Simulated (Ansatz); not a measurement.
# Ga2HO: the cost of one run

Program: Ansatz 0.2.0, Gaussian basis. Level of theory: cc-pVDZ, all electrons in the functionals, frozen cores in the correlation of double hybrids and RPA. These are calculated values, not measurements.

Plan: wB97M-V, B2PLYP, RPA-PBE, at charge 0, doublet; charge 0, quartet; charge 1, singlet; charge 1, triplet; displaced geometry v1; displaced geometry v2.

18 further runs of the same task are left out: 7 that didn't finish, 11 set aside as unsound or not needed.

### Step 1. The geometry

The geometry is a PBE0/def2-TZVP stationary point (not a proven minimum). No spin-orbit coupling is included. The filled d shell of Ga may be among the frozen orbitals whatever the setting's name suggests; the logs give the count.

4 atoms, charge 0, spin multiplicity 2.

Atoms are counted from 1 here; the program's logs count them from 0.

Bond lengths: Ga1–Ga2 2.692 Å, Ga2–O3 1.757 Å, O3–H4 0.952 Å. Angles: Ga1–Ga2–O3 180.0°, Ga2–O3–H4 180.0°.

No dispersion term is added; wB97M-V holds VV10 nonlocal correlation.

The geometry shown and the zero of energy belong to the point charge 0, doublet. The yardstick, UCCSDT(Q), and other wave-function levels (R restricted, U unrestricted, valence and pair active spaces) come from earlier runs.

### Step 2. wB97M-V, charge 0, doublet

in.yaml

```yaml
crystal:
  periodic: [false, false, false]
  atoms:
    - {symbol: Ga, position_ang: [0.000000, 0.000000, -3.135100]}
    - {symbol: Ga, position_ang: [0.000000, 0.000000, -0.443400]}
    - {symbol: O, position_ang: [0.000000, 0.000000, 1.313400]}
    - {symbol: H, position_ang: [0.000000, 0.000000, 2.265100]}
basis:
  gaussian: {orbitals: cc-pVDZ}
magnetization: {spin_polarized: true, initial_magnetization: 1}
hamiltonian: {xc: {name: wB97M-V}}
output: {orbitals: {seedname: orbitals}}
```

Command:

```
$ ansatz run in.yaml --threads 1 --pin off --events-out ev --progress --plain --max-ram 2393MiB
```

What time and memory should one allow on 1 thread of AMD EPYC 9R45, shared host?

About 8.5 s, with a peak of 0.38 GiB.
